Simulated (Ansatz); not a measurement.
# CaP2Ru2: the cost of one run

Computed with the Python package of Ansatz 0.2.0. Level of theory: DFT PBEsol, plane waves, PAW.

**1. The system**

It takes space group I4/mmm (No. 139, tetragonal). Conventional cell: a = 4.047 Å, b = 4.047 Å, c = 9.927 Å, α = 90.00°, β = 90.00°, γ = 90.00°. Ca (site symmetry 4/mmm) has 10 P at 3.16 to 3.62 Å and 8 Ru at 3.20 Å as nearest neighbours. Around P (site symmetry 4mm) lie 4 Ru at 2.32 Å and 4 Ca at 3.16 Å. Ru (site symmetry -4m2) is surrounded by 4 P at 2.32 Å.

The script holds or builds the structure itself.

**2. Script**

Contents of cap2ru2.py:

```python
"""Energy against volume for CaP2Ru2, with a fit."""

import warnings

import ansatz
import numpy as np
from scipy.optimize import curve_fit

params = {
    "xc": "pbesol",
    "filling": "cold",
    "sigma": 0.15,
    "cutoff": 500,
    "kmesh": (9, 9, 9),
}

VECTORS = np.array([
    [-2.023298, 2.023298, 4.963671],
    [2.023298, -2.023298, 4.963671],
    [2.023298, 2.023298, -4.963671],
])
SITES = [
    ("Ca", (0.0, 0.0, 0.0)),
    ("P", (0.635711, 0.635711, 0.0)),
    ("P", (0.364289, 0.364289, 0.0)),
    ("Ru", (0.75, 0.25, 0.5)),
    ("Ru", (0.25, 0.75, 0.5)),
]


def build(cell):
    crystal = ansatz.Crystal(lattice=ansatz.Lattice.of(cell))
    for symbol, position in SITES:
        crystal = crystal.atom(symbol, position)
    return crystal

def vinet(v, e0, v0, b0, b1):
    eta = (v / v0) ** (1 / 3)
    return e0 + 2 * b0 * v0 / (b1 - 1) ** 2 * (2 - (5 + 3 * b1 * (eta - 1) - 3 * eta) * np.exp(-1.5 * (b1 - 1) * (eta - 1)))


def main() -> None:
    warnings.simplefilter("ignore", ansatz.DeckWarning)

    # scale the volume, keep shape and fractions
    volumes, energies = [], []
    for scale in np.linspace(0.88, 1.12, 7):
        cell = VECTORS * scale ** (1 / 3)
        base = (
            build(cell).calculation()
            .functional(params["xc"])
            .occupations(params["filling"], width=params["sigma"])
            .basis(params["cutoff"])
            .kpoints(*params["kmesh"])
        )
        summary = base.run(threads=1).report
        volumes.append(abs(np.linalg.det(cell)) / len(SITES))
        energies.append(summary["free_energy_ev"] / len(SITES))
        print(f"V = {volumes[-1]:8.4f} A^3/atom  F = {energies[-1]:.5f} eV/atom")

    guess = (min(energies), volumes[int(np.argmin(energies))], 0.5, 4.5)
    (e0, v0, b0, b1), _ = curve_fit(vinet, np.array(volumes), np.array(energies), p0=guess, maxfev=20000)
    print(f"Vinet fit: V0 = {v0:.4f} A^3/atom, B0 = {160.21766 * b0:.1f} GPa, B1 = {b1:.2f}")
    print("largest residual", round(1000 * float(np.abs(vinet(np.array(volumes), e0, v0, b0, b1) - energies).max()), 3), "meV/atom")


if __name__ == "__main__":
    main()
```

**3. What the engine is handed**

The package turns the script's settings into the engine's input (first run):

```yaml
crystal:
  lattice:
    - [-1.9388940427910835, 1.9388940427910835, 4.756606358665337]
    - [1.9388940427910835, -1.9388940427910835, 4.756606358665337]
    - [1.9388940427910835, 1.9388940427910835, -4.756606358665337]
  atoms:
    - { symbol: Ca, position: [0.0, 0.0, 0.0] }
    - { symbol: P, position: [0.635711, 0.635711, 0.0] }
    - { symbol: P, position: [0.364289, 0.364289, 0.0] }
    - { symbol: Ru, position: [0.75, 0.25, 0.5] }
    - { symbol: Ru, position: [0.25, 0.75, 0.5] }
basis:
  ecutwfc: 500.0
kpoints:
  mp_grid:
    grid: [9, 9, 9]
hamiltonian:
  xc: pbesol
scf:
  occupations:
    method: cold
    width: 0.15
```

**4. The run**

On the command line:

```bash
python cap2ru2.py
```

**Question.** How long does this script take on 1 thread of Arm Neoverse V1, shared host, and how much memory does it need?

About 83 s, with a peak of 0.59 GiB.
